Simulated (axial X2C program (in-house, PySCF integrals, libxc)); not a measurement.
**ZrN: EOM-IP-CCSD levels**

Aim: EOM-IP-CCSD levels of ZrN, with spin–orbit coupling in the Hamiltonian from the start.

Computed with an in-house X2C program for linear molecules on PySCF integrals. Level: two-component X2C with atomic mean-field terms, Zr dyall-acv3z, N dyall-av3z.

All values are calculated.

## 1. Set-up

The input, task.json:

```json
{
 "zs": [
  40,
  7
 ],
 "q": 0,
 "bas": [
  "dyall-acv3z",
  "dyall-av3z"
 ],
 "r0": 1.87,
 "eom": "ip",
 "rq": -1,
 "thr": -2.0,
 "nmax": 95,
 "grid": [
  1,
  0.96,
  1.045,
  0.92,
  1.09,
  1.15
 ]
}
```

Keys: zs atomic numbers; q charge; bas basis sets; r0 starting distance in Å; eom kind of EOM run; thr threshold in hartree for freezing inner shells (an s shell follows its p shell); nmax most natural virtual spinors; grid distances as factors.

Command:

```bash
python soeom.py task.json out
```

Further steps of the session: EOM-IP-CCSD at 1.701 Å.

**Question.** What will these runs give? Wanted: next root led by one particle; T1 of the reference.

**Answer**, as computed:

| quantity | value |
| --- | --- |
| lowest root at 1.701 Å | Ω = 1/2, 1.639 eV |
| next root led by one particle | Ω = 1/2, about 17580 cm⁻¹ higher |
| T1 of the reference | 0.032 |

Removing an electron from the reference determinant of ZrN⁻ costs 1.64 eV and empties a spinor of 65% Zr sσ, 17% Zr pσ, 10% N pσ. Errors of 0.1 to 0.3 eV are usual at this size, and roots led by higher excitations are left out, so the list is incomplete, and low states of that kind can be missing. T1 or the largest double amplitude of the reference is raised, which lowers the reliability.
